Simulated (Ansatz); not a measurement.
**Two structures of Al: comparison of enthalpies under pressure in Python**

The task here is to estimate one member of a computed series from the others.

Program: the Python package of Ansatz 0.2.0. Level of theory: DFT PBEsol, plane waves, PAW. These are calculated values, not measurements.

**The system**

Al Im-3m: It takes space group Im-3m (No. 229, cubic). Conventional cell: a = 3.182 Å, b = 3.182 Å, c = 3.182 Å, α = 90.00°, β = 90.00°, γ = 90.00°. Al (site symmetry m-3m) has 8 Al at 2.76 Å as nearest neighbours.

Al Fm-3m: Symmetry: Fm-3m, No. 225, cubic system. The conventional cell has a = 4.050 Å, b = 4.050 Å, c = 4.050 Å, α = 90.00°, β = 90.00°, γ = 90.00°. Around Al (site symmetry m-3m) lie 12 Al at 2.86 Å.

No structure file is read: the coordinates are typed or built in the script.

The first run:

File transition.py:

```python
'''Pressure at which two phases of Al cross.'''

import warnings

import ansatz as az
import numpy as np
import pandas as pd

PHASES = {
    'Im-3m': (
        [[-1.591219, 1.591219, 1.591219], [1.591219, -1.591219, 1.591219], [1.591219, 1.591219, -1.591219]],
        [
            ('Al', [0.0, 0.0, 0.0]),
        ],
    ),
    'Fm-3m': (
        [[0.0, 2.024805, 2.024805], [2.024805, 0.0, 2.024805], [2.024805, 2.024805, 0.0]],
        [
            ('Al', [0.0, 0.0, 0.0]),
        ],
    ),
}


def build(vectors, sites):
    crystal = az.Crystal(lattice=az.Lattice.of(vectors))
    for symbol, position in sites:
        crystal = crystal.atom(symbol, position)
    return crystal


def compute(name, crystal, pressure=0.0):
    calc = (
        crystal.calculation()
        .functional('PBEsol')
        .basis(470)
        .kpoints(spacing=0.33)
        .occupations('cold', width=0.1)  # smearing steadies the SCF of a metal
    )
    calc = calc.relax(force_tolerance=0.01, cell=True, pressure=pressure)
    return calc.run(threads=1, pin='off')


def volume_per_atom(outcome):
    return abs(np.linalg.det(outcome.lattice.cell_ang)) / len(outcome.lattice.sites)

warnings.simplefilter('ignore', az.DeckWarning)

phases = {name: build(*cell) for name, cell in PHASES.items()}

# H = E + PV, with 1 eV per cubic angstrom equal to 160.2 GPa
pressures = [0, 15, 30, 45]
enthalpy, volume = {name: [] for name in phases}, {name: [] for name in phases}
for p in pressures:
    for name, crystal in phases.items():
        o = compute(name, crystal, pressure=p)
        volume[name].append(volume_per_atom(o))
        enthalpy[name].append(o.report['energy_sigma0_ev'] / len(o.lattice.sites) + p * volume[name][-1] / 160.21766)
gap = np.array(enthalpy['Fm-3m']) - np.array(enthalpy['Im-3m'])
rows = [(p, va, vb, 1000 * d) for p, va, vb, d in zip(pressures, volume['Im-3m'], volume['Fm-3m'], gap)]
print(pd.DataFrame(rows, columns=['P (GPa)', 'V Im-3m (A^3/atom)', 'V Fm-3m (A^3/atom)', 'H(Fm-3m) - H(Im-3m) (meV/atom)']).round(4).to_string(index=False))
crossings = [p0 - g0 * (p1 - p0) / (g1 - g0) for p0, p1, g0, g1 in zip(pressures, pressures[1:], gap, gap[1:]) if g0 * g1 < 0]
print('crossing near', [round(float(p), 1) for p in crossings], 'GPa') if crossings else print('no crossing in this range')
```

Started as:

```
python transition.py
```

Steps of the session up to this table: Running it.

One table of the session follows, with a row left open; its other results are not shown here.

It belongs to the step «Run by run». Enthalpy H = E + pV of the second structure less the first:

| pressure (GPa) | ΔH (meV/atom) |
| --- | --- |
| 0 | -72.7 |
| 15 | -95.1 |
| 30 | ? |
| 45 | -102.2 |

**Question.** Estimate the row for pressure (GPa) = 30.

Worked estimate for «ΔH (meV/atom)». A straight line through the neighbours (15, -95.1) and (45, -102.2) gives -95.1 + (-102.2 + 95.1) × (30 − 15) / (45 − 15) = -98.7; a parabola fitted to 3 rows on both sides gives -104.9.

As computed: ΔH (meV/atom): -101.7. In «ΔH (meV/atom)» the line misses by +3.0 and the parabola by -3.2. Between these rows the values bend or scatter more than so simple an estimate can follow.

Caveats from the session: Notes:
- At a fixed pressure a relaxation lowers the enthalpy F + PV, while F alone can rise.
- For the metals among these cells the mesh is coarse, so their volumes and pressures are rough.
- Only these two structures are compared, at zero temperature and with their symmetry kept; either may be hypothetical, and another phase may be lower than both. Whether this is the phase that is stable at ambient conditions was not tested.
